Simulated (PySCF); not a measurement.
# CrH6S6 (-3): ligand-field states, part 2 of 2

PySCF 2.14.0. Atoms count from 0.

### 5 Ligand-field states: state-averaged CASSCF (axial bond length × 1.05) in water

What the job is given:

```
{"job": {"kind": "lf", "basis": {"metal": "x2c-TZVPall", "ligand": "x2c-SVPall"}, "nevpt": true, "solvent": "water", "reuse": true}, "charge": -3, "metal": "Cr", "open_shell": "d3"}
Cr     0.000000     0.000000     0.000000
S      0.000000     0.000000     2.472800
H      1.320000     0.000000     2.722800
S      0.000000     0.000000    -2.472800
H     -1.320000     0.000000    -2.722800
S      2.355000     0.000000     0.000000
H      2.605000     1.320000     0.000000
S     -2.355000     0.000000     0.000000
H     -2.605000    -1.320000     0.000000
S      0.000000     2.355000     0.000000
H      0.000000     2.605000     1.320000
S     -0.000000    -2.355000     0.000000
H     -0.000000    -2.605000    -1.320000
```

With the program's defaults for keys left out, this is: state-averaged CASSCF of the metal d shell, SC-NEVPT2 on the averaged canonical orbitals, state-interaction spin-orbit coupling.

Standard output:

```text
basis functions 186, electrons 129, active (3e, 5o)
start from the orbitals of the previous structure
stage 1: DIIS on the effective Fock matrix, level shift 0.30
cycle   1  E = -3441.8179102616  dE = -3.442e+03  max|g| = 4.272e+00
cycle   2  E = -3444.1209363106  dE = -2.303e+00  max|g| = 3.191e-01
cycle   3  E = -3444.2335295485  dE = -1.126e-01  max|g| = 1.233e-01
cycle   4  E = -3443.2479992597  dE =  9.855e-01  max|g| = 1.403e+00
cycle   5  E = -3441.8774928666  dE =  1.371e+00  max|g| = 1.950e+00
cycle   6  E = -3439.9682006894  dE =  1.909e+00  max|g| = 2.510e+00
cycle   7  E = -3438.0557078303  dE =  1.912e+00  max|g| = 3.099e+00
cycle   8  E = -3436.5582858926  dE =  1.497e+00  max|g| = 3.289e+00
cycle   9  E = -3435.4952497614  dE =  1.063e+00  max|g| = 3.204e+00
cycle  10  E = -3434.6632572915  dE =  8.320e-01  max|g| = 3.022e+00
cycle  11  E = -3434.0868123440  dE =  5.764e-01  max|g| = 3.156e+00
cycle  12  E = -3433.7293277917  dE =  3.575e-01  max|g| = 3.253e+00
cycle  13  E = -3433.5616772817  dE =  1.677e-01  max|g| = 3.263e+00
cycle  14  E = -3437.3378564986  dE = -3.776e+00  max|g| = 3.371e+00
cycle  15  E = -3440.3684924698  dE = -3.031e+00  max|g| = 1.948e+00
stage 2: quasi-Newton rotations from the point of smallest gradient
cycle  17  E = -3444.2597852749  dE = -2.626e-02  max|g| = 1.451e-01
cycle  18  E = -3444.2761265057  dE = -1.634e-02  max|g| = 1.946e-02
cycle  19  E = -3444.2767985219  dE = -6.720e-04  max|g| = 4.278e-03
cycle  20  E = -3444.2768594325  dE = -6.091e-05  max|g| = 8.737e-04
cycle  21  E = -3444.2768626600  dE = -3.228e-06  max|g| = 2.404e-04
cycle  22  E = -3444.2768629102  dE = -2.502e-07  max|g| = 5.355e-05
cycle  23  E = -3444.2768629289  dE = -1.867e-08  max|g| = 1.981e-05
cycle  24  E = -3444.2768629315  dE = -2.628e-09  max|g| = 4.601e-06
converged average energy = -3444.2768629315

 mult deg   label        CASSCF/cm-1   NEVPT2/cm-1
   4   1   4Ag                 0.0           0.0
   2   1   2Ag             18198.1       16348.4
   2   1   2Ag             18286.4       16402.0
   2   1   2Ag             19107.3       17186.9
   2   1   2Ag             19136.4       17197.7
   2   1   2Ag             19211.0       17268.3
   4   1   4Ag             13574.7       17758.5
   4   1   4Ag             14322.2       18827.3
   4   1   4Ag             16422.3       21181.4
   2   1   2Ag             26085.4       24469.8
   2   1   2Ag             26213.7       24634.2
   2   1   2Ag             26301.1       24673.3
   4   1   4Ag             21301.5       25030.0
   4   1   4Ag             23562.5       28064.7
   4   1   4Ag             23996.7       29029.9
   2   1   2Ag             29546.8       32295.6
   2   1   2Ag             30355.5       32652.6
   2   1   2Ag             30939.9       33623.5
   2   1   2Ag             32799.2       34902.9
   2   1   2Ag             32490.4       35556.0
   2   1   2Ag             33444.4       35892.1
   2   1   2Ag             33513.8       36248.9
   2   1   2Ag             35182.9       36741.1
   2   1   2Ag             35975.6       37926.4
   2   1   2Ag             37548.6       39537.6
   2   1   2Ag             38334.1       40652.5
   4   1   4Ag             36412.0       41201.7
   4   1   4Ag             36059.2       41469.0
   2   1   2Ag             38889.4       41635.8
   4   1   4Ag             36889.4       41982.4
   2   1   2Ag             42897.7       45651.5
   2   1   2Ag             48641.0       47597.5
   2   1   2Ag             45956.0       48760.1
   2   1   2Ag             49354.8       49346.9
   2   1   2Ag             45789.8       49994.8
   2   1   2Ag             47276.8       52066.0
   2   1   2Ag             51074.1       52564.9
   2   1   2Ag             47865.4       53302.1
   2   1   2Ag             51292.1       53547.0
   2   1   2Ag             47414.0       53888.3
   2   1   2Ag             55911.2       58356.9
   2   1   2Ag             56478.2       58799.3
   2   1   2Ag             57029.7       59706.0
   2   1   2Ag             55553.8       59740.0
   2   1   2Ag             57137.0       59921.5
   2   1   2Ag             73559.2       71266.7
   2   1   2Ag             74317.7       72664.8
   2   1   2Ag             74682.8       74186.1
   2   1   2Ag             74857.2       74864.8
   2   1   2Ag             77490.0       75660.9

spin-orbit levels / cm-1
      0.00  x2  4Ag 1.00
      0.26  x2  4Ag 1.00
  16303.71  x2  2Ag 0.96
  16375.02  x2  2Ag 0.98
  17137.35  x2  2Ag 0.50 2Ag 0.40 2Ag 0.08
  17183.53  x2  2Ag 0.45 2Ag 0.31 2Ag 0.21
  17272.91  x2  2Ag 0.67 2Ag 0.15 2Ag 0.13
  17787.01  x2  4Ag 0.95
  17794.24  x2  4Ag 0.95
  18839.85  x2  4Ag 0.99
  18862.05  x2  4Ag 0.98
  21187.31  x2  4Ag 1.00
  21191.34  x2  4Ag 1.00
  24437.63  x2  2Ag 0.91 4Ag 0.05
  24581.07  x2  2Ag 0.48 2Ag 0.43 4Ag 0.08
  24668.73  x2  2Ag 0.46 2Ag 0.43 4Ag 0.08
  25066.20  x2  4Ag 0.94
  25124.39  x2  4Ag 0.84 2Ag 0.10
  28076.85  x2  4Ag 1.00
  28088.09  x2  4Ag 1.00
  29040.03  x2  4Ag 0.99
  29051.60  x2  4Ag 1.00
  32313.60  x2  2Ag 0.99
  32661.31  x2  2Ag 0.99
  33629.61  x2  2Ag 1.00
  34898.96  x2  2Ag 0.99
  35558.84  x2  2Ag 0.99
  35885.71  x2  2Ag 0.97
  36269.07  x2  2Ag 0.98
  36753.94  x2  2Ag 0.99
```

It took 19 s on 1 thread of AMD EPYC 7R43, shared host; peak memory 0.57 GiB.

Warnings kept with the result: strongly covalent, metal-shell active space is small for this complex.

Key values:

```tsv
quantity	value
spin-orbit constant ζ	236 cm⁻¹
```

Powder susceptibility:

```tsv
T (K)	χT (cm³ K/mol)	μ(eff)
2	1.828	3.82
20	1.832	3.83
100	1.838	3.83
300	1.852	3.85
```

### 6 Ligand-field states: state-averaged CASSCF (axial bond length × 1.1) in water

Settings changed since step 5:

```diff
@@ -2,6 +2,6 @@
 Cr     0.000000     0.000000     0.000000
-S      0.000000     0.000000     2.472800
-H      1.320000     0.000000     2.722800
-S      0.000000     0.000000    -2.472800
-H     -1.320000     0.000000    -2.722800
+S      0.000000     0.000000     2.590500
+H      1.320000     0.000000     2.840500
+S      0.000000     0.000000    -2.590500
+H     -1.320000     0.000000    -2.840500
 S      2.355000     0.000000     0.000000
```

Method: state-averaged CASSCF of the metal d shell, SC-NEVPT2 on the averaged canonical orbitals, state-interaction spin-orbit coupling.

Standard output:

```text
basis functions 186, electrons 129, active (3e, 5o)
start from the orbitals of the previous structure
stage 1: DIIS on the effective Fock matrix, level shift 0.30
cycle   1  E = -3443.8715071443  dE = -3.444e+03  max|g| = 1.587e+00
cycle   2  E = -3444.2567530711  dE = -3.852e-01  max|g| = 1.638e-01
cycle   3  E = -3444.2770207183  dE = -2.027e-02  max|g| = 8.805e-02
cycle   4  E = -3444.2589946409  dE =  1.803e-02  max|g| = 1.638e-01
cycle   5  E = -3444.2097426308  dE =  4.925e-02  max|g| = 3.286e-01
cycle   6  E = -3444.0869643006  dE =  1.228e-01  max|g| = 5.135e-01
cycle   7  E = -3443.8332236645  dE =  2.537e-01  max|g| = 7.543e-01
cycle   8  E = -3443.2647783920  dE =  5.684e-01  max|g| = 1.042e+00
cycle   9  E = -3442.6022396990  dE =  6.625e-01  max|g| = 1.471e+00
cycle  10  E = -3442.0110637787  dE =  5.912e-01  max|g| = 1.315e+00
cycle  11  E = -3441.1496670859  dE =  8.614e-01  max|g| = 2.167e+00
cycle  12  E = -3440.3938876250  dE =  7.558e-01  max|g| = 2.271e+00
cycle  13  E = -3440.0149496791  dE =  3.789e-01  max|g| = 2.273e+00
cycle  14  E = -3439.9185374408  dE =  9.641e-02  max|g| = 2.501e+00
cycle  15  E = -3439.8275958117  dE =  9.094e-02  max|g| = 2.688e+00
stage 2: quasi-Newton rotations from the point of smallest gradient
cycle  17  E = -3444.2848690181  dE = -7.848e-03  max|g| = 3.771e-02
cycle  18  E = -3444.2862640587  dE = -1.395e-03  max|g| = 2.517e-02
cycle  19  E = -3444.2867928301  dE = -5.288e-04  max|g| = 3.163e-03
cycle  20  E = -3444.2868144834  dE = -2.165e-05  max|g| = 1.387e-03
cycle  21  E = -3444.2868176530  dE = -3.170e-06  max|g| = 2.529e-04
cycle  22  E = -3444.2868178001  dE = -1.471e-07  max|g| = 6.817e-05
cycle  23  E = -3444.2868178219  dE = -2.183e-08  max|g| = 1.684e-05
cycle  24  E = -3444.2868178233  dE = -1.432e-09  max|g| = 5.288e-06
converged average energy = -3444.2868178233

 mult deg   label        CASSCF/cm-1   NEVPT2/cm-1
   4   1   4Ag                 0.0           0.0
   4   1   4Ag             11255.5       14797.0
   2   1   2Ag             18185.5       16391.8
   2   1   2Ag             18385.9       16529.9
   4   1   4Ag             12530.7       16631.2
   2   1   2Ag             19079.1       17151.4
   2   1   2Ag             19143.1       17161.2
   2   1   2Ag             19219.2       17320.8
   4   1   4Ag             16771.7       21555.8
   4   1   4Ag             18696.5       21798.3
   2   1   2Ag             25574.8       24491.0
   2   1   2Ag             25811.2       24601.4
   2   1   2Ag             25981.3       24661.5
   4   1   4Ag             23173.7       27981.6
   4   1   4Ag             23641.4       29299.3
   2   1   2Ag             28140.5       29613.4
   2   1   2Ag             28048.7       30162.9
   2   1   2Ag             29113.9       31336.4
   2   1   2Ag             31794.0       33006.7
   2   1   2Ag             32046.8       34379.2
   2   1   2Ag             32630.9       34435.1
   2   1   2Ag             33812.0       34877.5
   2   1   2Ag             32207.4       35088.3
   2   1   2Ag             35659.0       37620.5
   4   1   4Ag             35144.4       38855.6
   2   1   2Ag             36985.2       39092.3
   4   1   4Ag             34214.1       39407.8
   4   1   4Ag             35632.4       39976.7
   2   1   2Ag             37844.4       40362.4
   2   1   2Ag             38663.9       41893.6
   2   1   2Ag             39491.4       42451.3
   2   1   2Ag             48305.4       47424.7
   2   1   2Ag             47513.7       48184.3
   2   1   2Ag             47546.0       48666.7
   2   1   2Ag             43672.8       48882.8
   2   1   2Ag             44572.8       49211.6
   2   1   2Ag             46978.2       50821.4
   2   1   2Ag             50499.2       51418.1
   2   1   2Ag             50637.2       51635.6
   2   1   2Ag             45817.0       51892.7
   2   1   2Ag             54428.8       55740.9
   2   1   2Ag             54339.3       55866.0
   2   1   2Ag             55297.6       57233.6
   2   1   2Ag             55760.8       58160.7
   2   1   2Ag             53139.0       58494.5
   2   1   2Ag             71887.0       69300.3
   2   1   2Ag             73970.8       71227.7
   2   1   2Ag             73314.4       72395.0
   2   1   2Ag             73050.4       72692.2
   2   1   2Ag             78715.3       76788.8

spin-orbit levels / cm-1
      0.00  x2  4Ag 1.00
      0.59  x2  4Ag 1.00
  14758.86  x2  4Ag 0.98
  14794.93  x2  4Ag 1.00
  16269.13  x2  2Ag 0.65 4Ag 0.29 2Ag 0.06
  16515.43  x2  2Ag 0.85 2Ag 0.11
  16617.48  x2  4Ag 0.96
  16767.41  x2  4Ag 0.67 2Ag 0.20 2Ag 0.07
  17123.94  x2  2Ag 0.58 2Ag 0.31 2Ag 0.07
  17191.75  x2  2Ag 0.52 2Ag 0.36 2Ag 0.07
  17358.98  x2  2Ag 0.83 2Ag 0.11
  21561.29  x2  4Ag 1.00
  21563.42  x2  4Ag 1.00
  21800.76  x2  4Ag 0.99
  21806.13  x2  4Ag 0.99
  24501.41  x2  2Ag 0.97
  24578.49  x2  2Ag 0.73 2Ag 0.24
  24711.75  x2  2Ag 0.74 2Ag 0.25
  27991.15  x2  4Ag 0.99
  28005.04  x2  4Ag 1.00
  29291.03  x2  4Ag 0.97
  29314.69  x2  4Ag 0.98
  29629.47  x2  2Ag 0.97
  30201.38  x2  2Ag 0.97
  31346.19  x2  2Ag 1.00
  33005.50  x2  2Ag 1.00
  34376.43  x2  2Ag 0.75 2Ag 0.23
  34439.84  x2  2Ag 0.75 2Ag 0.24
  34885.75  x2  2Ag 0.92 2Ag 0.06
  35110.88  x2  2Ag 0.94 2Ag 0.06
```

Run time: 18 s. Hardware: 1 thread of AMD EPYC 7R43, shared host; peak memory 0.58 GiB.

Warnings kept with the result: strongly covalent, metal-shell active space is small for this complex.

From this job:

```tsv
quantity	value
spin-orbit constant ζ	237 cm⁻¹
```

Powder susceptibility:

```tsv
T (K)	χT (cm³ K/mol)	μ(eff)
2	1.813	3.81
20	1.826	3.82
100	1.832	3.83
300	1.848	3.85
```

### 7 Ligand-field states: state-averaged CASSCF (axial bond length × 1.2) in water

Settings changed since step 6:

```diff
@@ -2,6 +2,6 @@
 Cr     0.000000     0.000000     0.000000
-S      0.000000     0.000000     2.590500
-H      1.320000     0.000000     2.840500
-S      0.000000     0.000000    -2.590500
-H     -1.320000     0.000000    -2.840500
+S      0.000000     0.000000     2.826000
+H      1.320000     0.000000     3.076000
+S      0.000000     0.000000    -2.826000
+H     -1.320000     0.000000    -3.076000
 S      2.355000     0.000000     0.000000
```

Level: state-averaged CASSCF of the metal d shell, SC-NEVPT2 on the averaged canonical orbitals, state-interaction spin-orbit coupling.

Standard output:

```text
basis functions 186, electrons 129, active (3e, 5o)
start from the orbitals of the previous structure
stage 1: DIIS on the effective Fock matrix, level shift 0.30
cycle   1  E = -3443.4118087393  dE = -3.443e+03  max|g| = 1.773e+00
cycle   2  E = -3444.2081638676  dE = -7.964e-01  max|g| = 2.064e-01
cycle   3  E = -3444.2535272111  dE = -4.536e-02  max|g| = 1.943e-01
cycle   4  E = -3444.2429343064  dE =  1.059e-02  max|g| = 1.948e-01
cycle   5  E = -3444.2092822498  dE =  3.365e-02  max|g| = 3.363e-01
cycle   6  E = -3444.1185027649  dE =  9.078e-02  max|g| = 5.064e-01
cycle   7  E = -3443.7080504006  dE =  4.105e-01  max|g| = 9.710e-01
cycle   8  E = -3442.4689476424  dE =  1.239e+00  max|g| = 1.811e+00
cycle   9  E = -3440.8422694324  dE =  1.627e+00  max|g| = 2.209e+00
cycle  10  E = -3439.3053735760  dE =  1.537e+00  max|g| = 2.412e+00
cycle  11  E = -3438.0659005063  dE =  1.239e+00  max|g| = 3.299e+00
cycle  12  E = -3437.2576255708  dE =  8.083e-01  max|g| = 3.416e+00
cycle  13  E = -3436.9078682889  dE =  3.498e-01  max|g| = 3.035e+00
cycle  14  E = -3437.2961606928  dE = -3.883e-01  max|g| = 3.158e+00
cycle  15  E = -3437.7068803148  dE = -4.107e-01  max|g| = 3.390e+00
stage 2: quasi-Newton rotations from the point of smallest gradient
cycle  17  E = -3444.2849829225  dE = -3.146e-02  max|g| = 6.922e-02
cycle  18  E = -3444.2892068429  dE = -4.224e-03  max|g| = 6.043e-02
cycle  19  E = -3444.2921767658  dE = -2.970e-03  max|g| = 6.416e-03
cycle  20  E = -3444.2922856031  dE = -1.088e-04  max|g| = 2.867e-03
cycle  21  E = -3444.2923007819  dE = -1.518e-05  max|g| = 4.594e-04
cycle  22  E = -3444.2923014786  dE = -6.967e-07  max|g| = 1.199e-04
cycle  23  E = -3444.2923015820  dE = -1.034e-07  max|g| = 3.098e-05
cycle  24  E = -3444.2923015895  dE = -7.460e-09  max|g| = 1.170e-05
cycle  25  E = -3444.2923015905  dE = -1.040e-09  max|g| = 4.093e-06
converged average energy = -3444.2923015905

 mult deg   label        CASSCF/cm-1   NEVPT2/cm-1
   4   1   4Ag                 0.0           0.0
   4   1   4Ag              7475.8        9772.5
   4   1   4Ag              9413.7       12594.7
   2   1   2Ag             17987.7       16287.2
   4   1   4Ag             14421.3       16288.8
   2   1   2Ag             18457.7       16656.4
   2   1   2Ag             18943.4       16757.1
   2   1   2Ag             18785.8       16805.8
   2   1   2Ag             19122.8       17423.4
   4   1   4Ag             17495.1       22375.8
   2   1   2Ag             23579.6       23750.6
   2   1   2Ag             24561.3       24030.9
   2   1   2Ag             24990.0       24336.8
   2   1   2Ag             24849.4       24571.2
   2   1   2Ag             25407.3       26197.6
   2   1   2Ag             26056.0       26647.8
   4   1   4Ag             22751.9       28353.3
   4   1   4Ag             22514.5       28495.9
   2   1   2Ag             28763.8       29686.9
   2   1   2Ag             30093.9       29974.0
   2   1   2Ag             31024.4       30958.6
   2   1   2Ag             30507.3       31075.7
   2   1   2Ag             30149.9       32307.6
   4   1   4Ag             31488.4       36108.4
   4   1   4Ag             34421.8       36946.2
   4   1   4Ag             34045.8       36946.7
   2   1   2Ag             35355.1       37225.4
   2   1   2Ag             35210.3       37420.0
   2   1   2Ag             36991.8       39478.6
   2   1   2Ag             37342.6       40248.8
   2   1   2Ag             37899.3       41362.4
   2   1   2Ag             45279.8       41952.7
   2   1   2Ag             40445.6       44777.7
   2   1   2Ag             41807.2       46223.6
   2   1   2Ag             43526.0       48673.7
   2   1   2Ag             49759.2       49889.4
   2   1   2Ag             46548.9       50045.4
   2   1   2Ag             46998.2       50324.2
   2   1   2Ag             51568.8       50382.8
   2   1   2Ag             50408.5       50607.9
   2   1   2Ag             49553.2       50932.8
   2   1   2Ag             47583.5       50955.8
   2   1   2Ag             52347.5       52242.2
   2   1   2Ag             52156.8       52552.6
   2   1   2Ag             53743.0       55415.7
   2   1   2Ag             70637.3       68165.0
   2   1   2Ag             73927.9       69525.5
   2   1   2Ag             72621.6       71142.3
   2   1   2Ag             70832.3       71441.7
   2   1   2Ag             81280.1       79312.7

spin-orbit levels / cm-1
      0.00  x2  4Ag 1.00
      1.91  x2  4Ag 1.00
   9762.18  x2  4Ag 1.00
   9779.76  x2  4Ag 1.00
  12587.39  x2  4Ag 0.99
  12602.69  x2  4Ag 1.00
  16221.71  x2  4Ag 0.86 2Ag 0.10
  16234.46  x2  4Ag 0.56 2Ag 0.44
  16342.09  x2  2Ag 0.50 4Ag 0.45
  16632.97  x2  2Ag 0.92 2Ag 0.04
  16759.44  x2  2Ag 0.90 2Ag 0.05
  16896.24  x2  2Ag 0.80 4Ag 0.09 2Ag 0.04
  17462.75  x2  2Ag 0.96
  22379.31  x2  4Ag 1.00
  22380.88  x2  4Ag 1.00
  23748.55  x2  2Ag 0.99
  24040.99  x2  2Ag 0.98
  24349.09  x2  2Ag 0.98
  24580.83  x2  2Ag 0.98
  26209.60  x2  2Ag 0.99
  26665.08  x2  2Ag 0.99
  28354.98  x2  4Ag 0.92 4Ag 0.07
  28379.66  x2  4Ag 0.98
  28521.16  x2  4Ag 0.93 4Ag 0.06
  28525.03  x2  4Ag 0.97
  29705.44  x2  2Ag 1.00
  29972.60  x2  2Ag 0.99
  30936.02  x2  2Ag 0.73 2Ag 0.26
  31116.14  x2  2Ag 0.72 2Ag 0.26
  32332.21  x2  2Ag 0.99
```

Run time: 20 s. Hardware: 1 thread of AMD EPYC 7R43, shared host; peak memory 0.63 GiB.

Warnings kept with the result: strongly covalent, metal-shell active space is small for this complex.

From this job:

```tsv
quantity	value
spin-orbit constant ζ	239 cm⁻¹
```

Powder susceptibility:

```tsv
T (K)	χT (cm³ K/mol)	μ(eff)
2	1.704	3.69
20	1.807	3.80
100	1.818	3.81
300	1.839	3.83
```

### 8 The runs side by side

From the NEVPT2 states (cm⁻¹; the spread is that of the fitted one-electron ligand-field levels):

```tsv
step	setting	ground state	next state	orbital spread	Racah B	ζ	μ(eff), 300 K
2	as given	4Ag	2Eg at 16215	18420	985	234	3.85
3	axial bond length × 0.9	4Ag	2Ag at 14865	27496	951	226	3.85
4	axial bond length × 0.95	4Ag	2Ag at 15942	22680	973	231	3.85
5	axial bond length × 1.05	4Ag	2Ag at 16348	19590	983	236	3.85
6	axial bond length × 1.1	4Ag	4Ag at 14797	20683	964	237	3.85
7	axial bond length × 1.2	4Ag	4Ag at 9772	22658	916	239	3.83
```

### 9 Summary of results

The summary covers parts 1 to 2.

| quantity | value |
| --- | --- |
| spin-orbit constant ζ (step 2, state-averaged CASSCF in water) | 234 cm⁻¹ |
| ground multiplicity, μ(eff) at 300 K (step 2, 6 donors at 2.35 Å) | 4, 3.85 μB |
| ground multiplicity, μ(eff) at 300 K (step 3, 6 donors at 2.12 to 2.35 Å) | 4, 3.85 μB |
| ground multiplicity, μ(eff) at 300 K (step 4, 6 donors at 2.24 to 2.35 Å) | 4, 3.85 μB |
| ground multiplicity, μ(eff) at 300 K (step 5, 6 donors at 2.35 to 2.47 Å) | 4, 3.85 μB |
| ground multiplicity, μ(eff) at 300 K (step 6, 6 donors at 2.35 to 2.59 Å) | 4, 3.85 μB |
| ground multiplicity, μ(eff) at 300 K (step 7, 6 donors at 2.35 to 2.83 Å) | 4, 3.83 μB |

In words: In step 2, χT goes from 1.84 at 2 K to 1.85 cm³ K/mol at 300 K: nearly flat, so one level governs the whole range. The spread of the ligand-field levels runs from 18420 cm⁻¹ (as given) to 27496 cm⁻¹ (axial bond length × 0.9); μ(eff) at 300 K: 3.83 to 3.85 μB. The bonding is strongly covalent, and an active space of the metal's shell alone is small for it, so these values are rough.
